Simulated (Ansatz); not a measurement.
# GaGe (F-43m) in Ansatz: a series of runs

Aim: see how the results for GaGe move with the level of theory and the settings. Levels: PBE, LDA. Tasks: single point, relaxation of cell and atoms.

All numbers are computed with Ansatz 0.2.0; they aren't measurements. Logs are shortened: lines on timing, memory, paths and dates and some standing lists are left out, and cuts for length are marked.

## 1. The crystal as given

It takes space group F-43m (No. 216, cubic). The conventional cell has a = 5.796 Å, b = 5.796 Å, c = 5.796 Å, α = 90.00°, β = 90.00°, γ = 90.00°. Ge (site symmetry -43m) is surrounded by 4 Ga at 2.51 Å. Ga (site symmetry -43m) is surrounded by 4 Ge at 2.51 Å.

The cell comes from a database or a generator and needn't be the stable form of this composition.

## 2. Single point, PBE

File input.yaml:

```yaml
crystal:
  lattice:
    - [0.0, 2.897844, 2.897844]
    - [2.897844, 0.0, 2.897844]
    - [2.897844, 2.897844, 0.0]
  atoms:
    - { symbol: Ge, position: [0.0, 0.0, 0.0] }
    - { symbol: Ga, position: [0.25, 0.25, 0.25] }
hamiltonian:
  xc: pbe
  pseudopotentials: { kind: paw }
kpoints:
  mp_grid: { grid: [8, 8, 8] }
scf:
  occupations: { method: gaussian, width: 0.011 }
output:
  forces: true
  stress: true
  eigenvalues: true
  write_density: true
  write_potential: true
  elf: true
  volumetric_format: npy
```

Potentials or basis: Ansatz PAW.

Started as:

```sh
ansatz run input.yaml --threads 2 --pin off --max-ram 5632MiB --backend cpu --events-out ev --progress --plain --runs-dir out
```

The log of the run:

```text
Warning: RAYON_NUM_THREADS=2 ignored (pool sized by the plan → 2); use --threads N
Engine: ansatz 0.2.0, aarch64-unknown-linux-gnu
Pseudopotentials: kind: paw
Pseudopotential: Ge, paw, valence charge 14, recommended cutoff 420 eV (normal), Ge.paw.azcp
Pseudopotential: Ga, paw, valence charge 13, recommended cutoff 420 eV (normal), Ga.paw.azcp
Functional definition: PBE
  parameter kappa = 0.804
  parameter beta = 0.06672455060314922
  exchange = pbe_x(kappa = kappa, mu = beta*pi^2/3)
  correlation = pbe_c(beta = beta)
Crystal: 2 atoms, lattice volume = 48.669 Å³
Basis set: ecut = 420 eV, 941 PW (Γ), exchange–correlation on 60×60×60 points (8 copies of the dense FFT grid, shifted against one another)
Bands: 18, of which v1, the nominal top of the filled ones, is band 14 counted from 1 (13 counted from 0)
Symmetry: 24 space group operations
Space group: F-43m (ITA 216), of the structure as read, at distance tolerance 3.7e-5 Å
k-points: 29 of 512 (time reversal used)
Non-local potential: Ge, projectors of the file, l = 0: 2, l = 1: 2, l = 2: 3, l = 3: 1
Non-local potential: Ga, projectors of the file, l = 0: 2, l = 1: 2, l = 2: 3, l = 3: 1
PAW form: soft (Blöchl's): semilocal exchange-correlation on the pseudo side does not see the compensation charge
PAW one-centre angular grid: Ge, 590 points (default); XC on 64 Gauss nodes
PAW one-centre angular grid: Ga, 590 points (default); XC on 64 Gauss nodes
Initial density: superposition of atomic densities (neutral atoms: chi_scale 0, normalization atom), corrected by the library's trained network
Initial wavefunctions: pseudopotential atomic-orbital guess
Functional: x = pbe(κ = 0.804, μ = 0.2195149727645171), c = pbe(β = 0.06672455060314922)
SCF iter   1: F=—  HF=-8077.673672 eV  |F-HF|=—  |Δ(HF+E_count)|=         —  Δρ=1.63e-3  dr2=1.34e-3  ethr=1.77e-3  ⟨swp⟩=6.0  Hψ=2433  notcnv=0
preconditioner: auto → LDOS  [insulator: Δε(μ)=0.279 eV  Ē_g=20.464 eV  σ=0.011 eV  W_gap=0.62  n_scr=14 (ndim 8)  ℏωp=27.7 eV  f_vac=0.056  D(μ)=10.12/eV (n_scr^D=180)  ε∞_Penn≈2.8  β→1.0]
SCF iter   2: F=—  HF=-8077.673878 eV  |F-HF|=—  |Δ(HF+E_count)|=   2.06e-4  Δρ=1.53e-3  dr2=7.80e-4  ethr=4.97e-6  ⟨swp⟩=2.2  Hψ=1265  notcnv=0  defer=16
SCF iter   3: F=—  HF=-8077.673523 eV  |F-HF|=—  |Δ(HF+E_count)|=   3.56e-4  Δρ=7.30e-4  dr2=2.24e-4  ethr=2.89e-6  ⟨swp⟩=2.0  Hψ=1012  notcnv=0  defer=16
SCF iter   4: F=—  HF=-8077.673440 eV  |F-HF|=—  |Δ(HF+E_count)|=   8.28e-5  Δρ=3.93e-4  dr2=8.33e-5  ethr=8.30e-7  ⟨swp⟩=2.0  Hψ=788  notcnv=0  defer=16
SCF iter   5: F=—  HF=-8077.673422 eV  |F-HF|=—  |Δ(HF+E_count)|=   1.80e-5  Δρ=2.48e-4  dr2=4.29e-5  ethr=3.09e-7  ⟨swp⟩=2.8  Hψ=885  notcnv=0  defer=16
SCF iter   6: F=—  HF=-8077.673409 eV  |F-HF|=—  |Δ(HF+E_count)|=   1.26e-5  Δρ=1.73e-4  dr2=2.22e-5  ethr=1.59e-7  ⟨swp⟩=3.0  Hψ=998  notcnv=0  defer=16
SCF iter   7: F=—  HF=-8077.673406 eV  |F-HF|=—  |Δ(HF+E_count)|=   3.66e-6  Δρ=1.01e-4  dr2=6.33e-6  ethr=8.23e-8  ⟨swp⟩=2.7  Hψ=753  notcnv=0  defer=16
SCF iter   8: F=—  HF=-8077.673405 eV  |F-HF|=—  |Δ(HF+E_count)|=   4.05e-7  Δρ=6.09e-5  dr2=1.05e-6  ethr=2.34e-8  ⟨swp⟩=2.3  Hψ=804  notcnv=0  defer=16
SCF iter   9: F=-8077.673405 eV  HF=-8077.673405 eV  |F-HF|=3.48e-9  |Δ(HF+E_count)|=   5.72e-7  Δρ=2.00e-6  dr2=2.79e-9  ethr=3.70e-10  ⟨swp⟩=7.3  Hψ=3283  notcnv=0
SCF 1 converged in 9 iterations: F = -8077.673405 eV  dr2 = 2.79e-9
SCF converged after 9 iterations
Free energy (F): -8077.673405 eV
Harris-Foulkes:  -8077.673405 eV  (|F-HF|=3.48e-9)
Internal energy: -8077.672793 eV  (E = F + TS)
E sigma→0 (E₀):  -8077.673099 eV
Entropy (-TS):   -0.000612 eV (-0.306 meV/atom)
Fermi energy:    6.392015 eV
--- Per-component energies (eV) ---
  E_band       = -240.191087
  E_kinetic    = 225.159992
  E_local      = -4638.080342  (includes V_loc(G=0)·N_el)
  E_nonlocal   = 839.554267
  E_hartree    = 2085.926408
  E_xc         = -144.089517
  E_vxc        = -121.629779  (∫ρ·V_xc dr)
  E_paw        = -4004.607483  (= ΣΔE_a)
  E_vpaw       = -717.046547  (= ΣTr[D̂ρ^β])
  E_aug_tail   = 0.000234  (compensation charges beyond the density's cutoff)
  E_ewald      = -2441.536352
  E_smearing   = -0.000612  (= −TS)
  E_closure    = -0.000000  (closes the sum)
  Σ components = -8077.673405   (vs F -8077.673405, Δ=0.00e0)
--- Forces (eV/Å), atoms counted from 1 ---
  atom   1  Ge     0.00000000     0.00000000     0.00000000
  atom   2  Ga    -0.00000000     0.00000000    -0.00000000
  max |Σ_I F_I| component: 7.40e-17 eV/Å
--- Stress (GPa, compression-positive) ---
        0.231285       0.000000       0.000000
       -0.000000       0.231285      -0.000000
        0.000000      -0.000000       0.231285
  P = ⅓ Tr σ = 0.2313 GPa (2.313 kbar)
--- Band table (eV; the first three rows and the last of 29) ---
  k-point 0: bands = ["-17.5758", "-17.5758", "-17.5758", "-17.5568", "-17.5568", "-7.9613", "-7.9613", "-7.9613", "-7.9017", "-7.9017", "-4.1778", "8.0425", "8.0425", "8.0425", "8.4193", "10.7178", "10.7178", "10.7178"]
  k-point 1: bands = ["-17.5758", "-17.5754", "-17.5754", "-17.5567", "-17.5567", "-7.9653", "-7.9587", "-7.9587", "-7.9020", "-7.9020", "-3.9953", "5.9579", "7.7409", "7.7409", "9.2486", "11.1253", "11.1253", "11.5042"]
  k-point 2: bands = ["-17.5757", "-17.5745", "-17.5745", "-17.5565", "-17.5565", "-7.9750", "-7.9529", "-7.9529", "-7.9019", "-7.9019", "-3.4685", "3.7048", "7.2322", "7.2322", "8.8870", "11.6821", "11.6821", "13.4615"]
  k-point 28: bands = ["-17.5755", "-17.5741", "-17.5704", "-17.5574", "-17.5547", "-7.9995", "-7.9378", "-7.9287", "-7.9097", "-7.9005", "-1.0819", "0.7002", "4.2078", "4.3205", "12.1254", "12.1625", "12.4932", "12.8185"]
```

Wall time 2 s (2 threads of Arm Neoverse V2, shared host); peak memory 0.33 GiB.

What came out:

```
Free energy            : -8077.6734 eV
Pressure               : 0.2 GPa
Band gap on the k mesh : none (metal or under the smearing width)
```

## 3. Relaxation of cell and atoms, PBE

input.yaml: that of step 2 with these lines changed.

```diff
@@ -14,3 +14,3 @@
 scf:
-  occupations: { method: gaussian, width: 0.011 }
+  occupations: { method: fermi_dirac, width: 0.05 }
 output:
@@ -23 +23,5 @@
   volumetric_format: npy
+relax:
+  f_tol: 0.01
+  max_steps: 40
+  cell: { stress_tol: 0.05 }
```

Potentials or basis: Ansatz PAW.

Started as:

```sh
ansatz run input.yaml --threads 2 --pin off --max-ram 5632MiB --backend cpu --events-out ev --progress --plain --runs-dir out
```

The log of the run:

```text
Warning: RAYON_NUM_THREADS=2 ignored (pool sized by the plan → 2); use --threads N
[... 9 set-up lines as earlier in the session ...]
Crystal: 2 atoms, lattice volume = 48.669 Å³
Basis set: ecut = 420 eV, 941 PW (Γ), exchange–correlation on 60×60×60 points (8 copies of the dense FFT grid, shifted against one another)
Bands: 18, of which v1, the nominal top of the filled ones, is band 14 counted from 1 (13 counted from 0)
[... 2 set-up lines as earlier in the session ...]
k-points: 29 of 512 (time reversal used)
[... 8 set-up lines as earlier in the session ...]
SCF iter   1: F=—  HF=-8077.680653 eV  |F-HF|=—  |Δ(HF+E_count)|=         —  Δρ=1.56e-3  dr2=1.26e-3  ethr=1.77e-3  ⟨swp⟩=6.0  Hψ=2497  notcnv=0
preconditioner: auto → LDOS  [insulator: Δε(μ)=0.279 eV  Ē_g=20.464 eV  σ=0.050 eV  W_gap=0.68  n_scr=14 (ndim 8)  ℏωp=27.7 eV  f_vac=0.056  D(μ)=1.09/eV (n_scr^D=8)  ε∞_Penn≈2.8  β→1.0]
SCF iter   2: F=—  HF=-8077.680805 eV  |F-HF|=—  |Δ(HF+E_count)|=   1.52e-4  Δρ=1.49e-3  dr2=6.52e-4  ethr=4.66e-6  ⟨swp⟩=2.2  Hψ=1226  notcnv=0
SCF iter   3: F=—  HF=-8077.680426 eV  |F-HF|=—  |Δ(HF+E_count)|=   3.79e-4  Δρ=7.03e-4  dr2=1.39e-4  ethr=2.42e-6  ⟨swp⟩=2.0  Hψ=910  notcnv=0
[... 40 lines left out ...]
basis re-selected at this cell: Δ(F+E_penalty+E_count) = -4.865e-5 eV, ΔP = -0.001 GPa vs the last step (what re-selecting the basis moved, of the pressure what is left beyond the Pulay correction that the steps carried, after the strain that the cell walked since its last selection, with what the two solves' SCF thresholds leave and, on support functions, any second-order correction that the steps lacked; it is no measure of the basis error at this ecutwfc). This SCF's stress stands 2.56e-4 GPa from its target on what of the cell is left free (relax.cell.stress_tol is 5.00e-2 GPa) and its largest allowed force component is 4.16e-17 eV/Å (relax.f_tol is 1.00e-2 eV/Å): within both
SCF converged after 8 iterations
Free energy (F): -8077.680437 eV
Harris-Foulkes:  -8077.680437 eV  (|F-HF|=4.55e-12)
Internal energy: -8077.671879 eV  (E = F + TS)
E sigma→0 (E₀):  -8077.676158 eV
Entropy (-TS):   -0.008558 eV (-4.279 meV/atom)
Fermi energy:    6.305909 eV
--- Per-component energies (eV) ---
  E_band       = -241.484320
  E_kinetic    = 225.052479
  E_local      = -4644.345047  (includes V_loc(G=0)·N_el)
  E_nonlocal   = 839.537868
  E_hartree    = 2088.434231
  E_xc         = -144.030226
  E_vxc        = -121.548715  (∫ρ·V_xc dr)
  E_paw        = -4004.609081  (= ΣΔE_a)
  E_vpaw       = -717.049445  (= ΣTr[D̂ρ^β])
  E_aug_tail   = 0.000116  (compensation charges beyond the density's cutoff)
  E_ewald      = -2437.712218
  E_smearing   = -0.008558  (= −TS)
  E_closure    = -0.000000  (closes the sum)
  Σ components = -8077.680437   (vs F -8077.680437, Δ=0.00e0)
--- Forces (eV/Å), atoms counted from 1 ---
  atom   1  Ge     0.00000000     0.00000000    -0.00000000
  atom   2  Ga    -0.00000000    -0.00000000     0.00000000
  max |Σ_I F_I| component: 3.70e-17 eV/Å
--- Stress (GPa, compression-positive) ---
       -0.000256       0.000000       0.000000
        0.000000      -0.000256       0.000000
        0.000000       0.000000      -0.000256
  P = ⅓ Tr σ = -0.0003 GPa (-0.003 kbar)
--- Band table (eV; the first three rows and the last of 29) ---
  k-point 0: bands = ["-17.6276", "-17.6276", "-17.6276", "-17.6089", "-17.6089", "-8.0092", "-8.0092", "-8.0092", "-7.9504", "-7.9504", "-4.2022", "7.9830", "7.9830", "7.9830", "8.3234", "10.6578", "10.6578", "10.6578"]
  k-point 1: bands = ["-17.6275", "-17.6272", "-17.6272", "-17.6088", "-17.6088", "-8.0132", "-8.0066", "-8.0066", "-7.9507", "-7.9507", "-4.0206", "5.8957", "7.6835", "7.6835", "9.1696", "11.0628", "11.0628", "11.4320"]
  k-point 2: bands = ["-17.6275", "-17.6263", "-17.6263", "-17.6085", "-17.6085", "-8.0227", "-8.0009", "-8.0009", "-7.9506", "-7.9506", "-3.4966", "3.6540", "7.1777", "7.1777", "8.8137", "11.6182", "11.6182", "13.3782"]
  k-point 28: bands = ["-17.6273", "-17.6258", "-17.6222", "-17.6094", "-17.6068", "-8.0467", "-7.9861", "-7.9771", "-7.9583", "-7.9492", "-1.1269", "0.6598", "4.1706", "4.2833", "12.0476", "12.1005", "12.4193", "12.7570"]
--- Relaxed structure (3 steps of the walk, 3 accepted, 1 SCFs on fresh bases) ---
  F+E_penalty+E_count = -8077.68043698 eV   max|allowed force component| = 4.163e-17 eV/Å   (the final SCF, on the basis selected at the relaxed cell)
  cell:  # Å, volume = 48.8987 Å³
    - [-1.7833802115134566e-34, 2.902389960369019, 2.902389960369019]
    - [2.902389960369019, 3.7450984441782586e-33, 2.902389960369019]
    - [2.902389960369019, 2.902389960369019, 2.5986397367767505e-33]
  atoms:
    - { symbol: Ge, position: [-9.055282303766554e-34, 7.72606655275495e-34, 7.227610646125599e-34] }
    - { symbol: Ga, position: [0.25, 0.25, 0.25] }
```

Wall time 6.5 s (2 threads of Arm Neoverse V2, shared host); peak memory 0.35 GiB.

Results:

| Quantity | Value |
| --- | --- |
| Free energy | -8077.6804 eV |
| Relaxed volume | 24.45 Å³/atom |
| Relaxed cell | a = 4.105 Å, b = 4.105 Å, c = 4.105 Å, α = 60.00°, β = 60.00°, γ = 60.00° |
| Space group after relaxing (to 0.05 Å) | F-43m (No. 216) |
| Energy gained by relaxing | 0.1 meV/atom |
| Ionic steps | 4 |
| Pressure after relaxing | 0.0 GPa |
| Band gap on the k mesh | none (metal or under the smearing width) |

Step by step:
| step | energy change (eV) | largest force (eV/Å) | volume (Å³) |
| --- | --- | --- | --- |
| 1 | 0.0000 | 0.0000 | 48.67 |
| 2 | -0.0001 | 0.0000 | 48.84 |
| 3 | -0.0001 | 0.0000 | 48.90 |
| 4 | -0.0002 | 0.0000 | 48.90 |

Final structure:
```
Ge Ga
1.0
     0.00000    2.90239    2.90239
     2.90239    0.00000    2.90239
     2.90239    2.90239    0.00000
Ge Ga
1 1
Cartesian
  0.0000 0.0000 0.0000
  1.4512 1.4512 1.4512
```

Levels at points of the mesh, in eV from the Fermi level:
```
             k point  band 12  band 13  band 14  band 15  band 16  band 17
  (0.00, 0.00, 0.00)     1.68     1.68     1.68     2.02     4.35     4.35
 (0.00, 0.00, -0.50)    -5.35     0.38     0.38     2.04     5.33     5.33
(0.00, -0.50, -0.50)    -5.80    -1.24    -1.24     2.33     2.43    10.97
```

Caveat: the plane-wave basis is chosen anew once the cell has moved, so the energies of steps on either side of that aren't comparable.

## 4. Relaxation of cell and atoms, LDA

input.yaml: that of step 3 with these lines changed.

```diff
@@ -9,3 +9,3 @@
 hamiltonian:
-  xc: pbe
+  xc: lda
   pseudopotentials: { kind: paw }
@@ -19,6 +19,2 @@
   eigenvalues: true
-  write_density: true
-  write_potential: true
-  elf: true
-  volumetric_format: npy
 relax:
```

Started as:

```sh
ansatz run input.yaml --threads 2 --pin off --max-ram 5632MiB --backend cpu --events-out ev --progress --plain --runs-dir out
```

Wall time 7.1 s (2 threads of Arm Neoverse V2, shared host); peak memory 0.34 GiB.

Results (log left out):

- Free energy: -7922.3402 eV
- Relaxed volume: 22.43 Å³/atom
- Relaxed cell: a = 3.988 Å, b = 3.988 Å, c = 3.988 Å, α = 60.00°, β = 60.00°, γ = 60.00°
- Space group after relaxing (to 0.05 Å): F-43m (No. 216)
- Energy gained by relaxing: 26.4 meV/atom
- Ionic steps: 5
- Pressure after relaxing: 0.0 GPa
- Band gap on the k mesh: none (metal or under the smearing width)

The path:
| step | energy change (eV) | largest force (eV/Å) | volume (Å³) |
| --- | --- | --- | --- |
| 1 | 0.0000 | 0.0000 | 48.67 |
| 2 | -0.0501 | 0.0000 | 45.73 |
| 3 | -0.0533 | 0.0000 | 44.72 |
| 4 | -0.0534 | 0.0000 | 44.85 |
| 5 | -0.0528 | 0.0000 | 44.85 |

Final structure:
```
CELL_PARAMETERS angstrom
0.00000 2.81999 2.81999
2.81999 0.00000 2.81999
2.81999 2.81999 0.00000
ATOMIC_POSITIONS crystal
Ge 0.00000 0.00000 0.00000
Ga 0.25000 0.25000 0.25000
```

Levels at points of the mesh, in eV from the Fermi level:
| k point | band 10 | band 11 | band 12 | band 13 | band 14 | band 15 | band 16 | band 17 | band 18 |
| --- | --- | --- | --- | --- | --- | --- | --- | --- | --- |
| (0.00, 0.00, 0.00) | -14.38 | -11.03 | 1.86 | 1.86 | 1.86 | 2.69 | 4.53 | 4.53 | 4.53 |
| (0.00, 0.00, -0.50) | -14.38 | -8.86 | -5.67 | 0.42 | 0.42 | 2.36 | 5.53 | 5.53 | 8.31 |
| (0.00, -0.50, -0.50) | -14.38 | -7.68 | -6.06 | -1.37 | -1.37 | 2.31 | 2.47 | 11.71 | 11.71 |

Caveat: the plane-wave basis is chosen anew once the cell has moved, so the energies of steps on either side of that aren't comparable; the PAW data sets come from PBE, with cores solved anew for the run's functional, which leaves a small shift of forces and pressure.

## 5. Overview

```csv
task,level,cell,smearing,gap on the mesh (eV),pressure (GPa),relaxed volume (Å³/atom)
single point,PBE,as given,gaussian 0.011 eV,none,0.2,-
relaxation of cell and atoms,PBE,relaxed,fermi-dirac 0.05 eV,none,0.0,24.45
relaxation of cell and atoms,LDA,relaxed,fermi-dirac 0.05 eV,none,0.0,22.43
```

Alike in all rows: potentials or basis Ansatz PAW; no spin polarisation; k mesh 8 × 8 × 8; cutoff (eV) 420.

Caveats: the plane-wave basis is chosen anew once the cell has moved, so the energies of steps on either side of that aren't comparable (some runs); the PAW data sets come from PBE, with cores solved anew for the run's functional, which leaves a small shift of forces and pressure (some runs).

Total energies depend on the potentials used, so only differences within one code and one set of settings carry meaning.
